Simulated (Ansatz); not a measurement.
Crystal: CSO.

```
S O C
1.0
     3.29399    1.90179    2.02352
    -3.29399    1.90179    2.02352
     0.00000   -3.80357    2.02352
S O C
1 1 1
Direct
  0.53899 0.53290 0.55394
  0.97091 0.98096 0.99266
  0.78288 0.82232 0.81325
```

The cell comes from a database or a generator and needn't be the stable form of this composition.

The cell isn't the ideal one: atoms moved at random, drawn with an rms of 0.15 Å.

```yaml
Program: Ansatz 0.2.0
Task: relaxation of the atoms
Functional: PBE
Dispersion: D3(BJ)
Potentials_or_basis: PseudoDojo stringent (PBE files)
Cutoff: 1252 eV
Density_cutoff: 5007 eV
k_mesh: 7 × 7 × 7
Occupations: cold, width 0.05 eV
Spin: no spin polarisation
```

At the start: volume 25.35 Å³/atom.

Question: Where does the relaxation end?

Answer: Over 7 steps the energy falls by 218.5 meV/atom; space group R3m (No. 160, to 0.05 Å).

Step by step:
```
step  energy change (eV)  largest force (eV/Å)
   1              0.0000               13.7384
   2             -0.5804                2.0953
   3             -0.6251                0.7386
   4             -0.6389                0.7827
   5             -0.6556                0.0385
   6             -0.6556                0.0388
   7             -0.6556                0.0033
```

Final structure:
```cif
data_structure
_symmetry_space_group_name_H-M 'P 1'
_symmetry_Int_Tables_number 1
_cell_length_a 4.3083
_cell_length_b 4.3083
_cell_length_c 4.3083
_cell_angle_alpha 99.736
_cell_angle_beta 99.736
_cell_angle_gamma 99.736
_cell_volume 76.06
loop_
_atom_site_label
_atom_site_type_symbol
_atom_site_fract_x
_atom_site_fract_y
_atom_site_fract_z
_atom_site_occupancy
S1 S 0.52837 0.54232 0.55083 1
O1 O 0.97832 0.99326 0.00061 1
C1 C 0.78610 0.80061 0.80842 1
```

Caveat: the thresholds are loose for stress.
